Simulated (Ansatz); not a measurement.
**BH₈NSi₂: up Jacob's ladder to CCSD(T)**

One table from this session's results is given with a row withheld; the runs are named, their logs left out.

Method: functionals in def2-TZVPP, the program's frozen cores in correlated methods; program: Ansatz 0.2.0, Gaussian basis.

The runs, in order: LDA (SPW92), PBE-D4, revPBE-D4, BLYP-D4, r2SCAN-D4, B97M-V, PBE0-D4, B3LYP-D4, r2SCANh-D4, r2SCAN0-D4, HSE06-D4, BHLYP-D4, CAM-B3LYP-D4, LC-ωPBE, ωB97X-V, ωB97M-V, B2PLYP, PBE-QIDH; CCSD(T)/def2-SVP; CCSD(T)/def2-TZVPP; MP2/def2-QZVPP; extrapolation to the limit; RPA on PBE.

## Structure used throughout

The geometry comes from an earlier relaxation with PBE0-D4 in a triple-zeta def2 set; it is a stationary point, not always the lowest conformer.

SMILES `BN[SiH2][SiH3]`, 12 atoms, charge 0, spin multiplicity 1.

Atoms are counted from 1 here; the program's logs count them from 0.

Bond lengths: B1–N2 1.399 Å, B1–H5 1.198 Å, B1–H6 1.198 Å, N2–Si3 1.751 Å, N2–H7 1.011 Å, Si3–Si4 2.344 Å, Si3–H8 1.490 Å, Si3–H9 1.483 Å, Si4–H10 1.488 Å, Si4–H11 1.490 Å, Si4–H12 1.488 Å. Angles: N2–B1–H5 119.0°, N2–B1–H6 119.6°, H5–B1–H6 121.5°, B1–N2–Si3 126.8°, B1–N2–H7 116.7°, Si3–N2–H7 116.5°, N2–Si3–Si4 111.0°, N2–Si3–H8 109.6°, N2–Si3–H9 107.1°, Si4–Si3–H8 108.8°, Si4–Si3–H9 111.1°, H8–Si3–H9 109.2°, Si3–Si4–H10 110.6°, Si3–Si4–H11 109.9°, Si3–Si4–H12 110.5°, H10–Si4–H11 108.4°, H10–Si4–H12 109.0°, H11–Si4–H12 108.5°.

Coordinates:

| atom | x (Å) | y (Å) | z (Å) |
| --- | --- | --- | --- |
| B1 | -0.2954 | 2.3129 | 0.3459 |
| N2 | -0.3572 | 0.9819 | 0.7714 |
| Si3 | -0.7922 | -0.4108 | -0.1968 |
| Si4 | 1.0295 | -1.8660 | -0.4394 |
| H5 | -0.5824 | 2.5736 | -0.7876 |
| H6 | 0.0421 | 3.1648 | 1.1175 |
| H7 | -0.1023 | 0.8006 | 1.7330 |
| H8 | -1.9102 | -1.1464 | 0.4591 |
| H9 | -1.2478 | 0.0976 | -1.5137 |
| H10 | 2.1373 | -1.1996 | -1.1755 |
| H11 | 1.5336 | -2.2738 | 0.9018 |
| H12 | 0.6221 | -3.0901 | -1.1817 |

Set-up of the first run:

Contents of in.yaml:

```yaml
crystal:
  periodic: [false, false, false]
  atoms:
    - {symbol: B, position_ang: [-0.295418, 2.312926, 0.345853]}
    - {symbol: N, position_ang: [-0.357212, 0.981918, 0.771374]}
    - {symbol: Si, position_ang: [-0.792174, -0.410770, -0.196796]}
    - {symbol: Si, position_ang: [1.029502, -1.866013, -0.439380]}
    - {symbol: H, position_ang: [-0.582441, 2.573629, -0.787603]}
    - {symbol: H, position_ang: [0.042069, 3.164843, 1.117474]}
    - {symbol: H, position_ang: [-0.102298, 0.800614, 1.733023]}
    - {symbol: H, position_ang: [-1.910214, -1.146363, 0.459138]}
    - {symbol: H, position_ang: [-1.247838, 0.097614, -1.513680]}
    - {symbol: H, position_ang: [2.137297, -1.199639, -1.175472]}
    - {symbol: H, position_ang: [1.533593, -2.273751, 0.901795]}
    - {symbol: H, position_ang: [0.622136, -3.090107, -1.181726]}
basis:
  gaussian: {orbitals: def2-TZVPP}
hamiltonian: {xc: lda}
output: {orbitals: {seedname: orbitals}}
```

Launch:

```sh
ansatz run in.yaml --threads 4 --pin off --events-out ev --progress --plain --max-ram 10444MiB
```

Among the steps run: LDA; PBE-D4 (GGA); revPBE-D4 (GGA); BLYP-D4 (GGA); r2SCAN-D4 (meta-GGA); B97M-V (meta-GGA); PBE0-D4 (hybrid); B3LYP-D4 (hybrid); r2SCANh-D4 (hybrid); r2SCAN0-D4 (hybrid); HSE06-D4 (hybrid); BHLYP-D4 (hybrid); CAM-B3LYP-D4 (range-separated); LC-ωPBE (range-separated); ωB97X-V (range-separated); ωB97M-V (range-separated); B2PLYP (double hybrid); PBE-QIDH (double hybrid).

One of the session's tables, all rows but one given; the rest of the session is left out.

It belongs to the step «Orbital energies across the functionals». 

| functional | HOMO (eV) | gap (eV) |
| --- | --- | --- |
| LDA (SPW92) | -6.85 | 5.33 |
| PBE-D4 | -6.75 | 5.46 |
| revPBE-D4 | -6.70 | 5.51 |
| BLYP-D4 | ? | ? |
| r2SCAN-D4 | -6.97 | 6.02 |
| B97M-V | -7.10 | 5.95 |
| PBE0-D4 | -7.85 | 7.49 |
| B3LYP-D4 | -7.66 | 7.10 |
| r2SCANh-D4 | -7.38 | 6.75 |
| r2SCAN0-D4 | -8.00 | 7.83 |
| HSE06-D4 | -7.46 | 6.72 |
| BHLYP-D4 | -8.87 | 9.46 |
| CAM-B3LYP-D4 | -9.14 | 9.83 |
| LC-ωPBE | -10.44 | 12.27 |
| ωB97X-V | -10.11 | 11.81 |
| ωB97M-V | -9.93 | 11.31 |

Estimate the missing values for BLYP-D4.

Worked estimate for «HOMO (eV)». Against the share of exact exchange, B3LYP-D4 (0.2, -7.66), BHLYP-D4 (0.5, -8.87) give a slope of -4.03 per unit share; at 0 the line stands at -6.85.

**Answer.** HOMO (eV): -6.61; gap (eV): 5.48. In «HOMO (eV)» the line misses by -0.24.
